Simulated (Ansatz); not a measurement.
# CoO: the cost of one run

Program: Ansatz 0.2.0, Gaussian basis. Level of theory: def2-TZVPP, core rule «outside noble gas», up to 10 orbitals frozen. These are calculated values, not measurements.

To be run: UHF; CCSD(T) on RHF; CCSD(T) on UHF; CCSDT(Q) on RHF; CCSDT(Q) on UHF; CASSCF and NEVPT2, 14 electrons in 10 orbitals.

4 further runs of the same task are left out: 4 set aside as unsound or not needed.

**1. The system**

The geometry is a PBE0/def2-TZVP stationary point (not a proven minimum) of the parent state, kept for this charge and spin.

2 atoms, charge 1, spin multiplicity 1.

Atoms are counted from 1 here; the program's logs count them from 0.

Bond lengths: Co1–O2 1.703 Å.

**2. UHF**

File in.yaml:

```yaml
crystal:
  periodic: [false, false, false]
  atoms:
    - {symbol: Co, position_ang: [0.000000, 0.000000, 0.000000]}
    - {symbol: O, position_ang: [0.000000, 0.000000, 1.703400]}
basis:
  gaussian: {orbitals: def2-TZVPP}
total_charge: 1
magnetization: {spin_polarized: true, initial_magnetization: 0}
hamiltonian: {xc: hf}
output: {orbitals: {seedname: orbitals}}
```

The run is started by

```sh
ansatz run in.yaml --threads 1 --pin off --events-out ev --progress --plain --max-ram 3968MiB --backend cpu
```

What time and memory should one allow on 1 thread of AMD EPYC 7R13, shared host?

About 50 s, with a peak of 0.26 GiB.
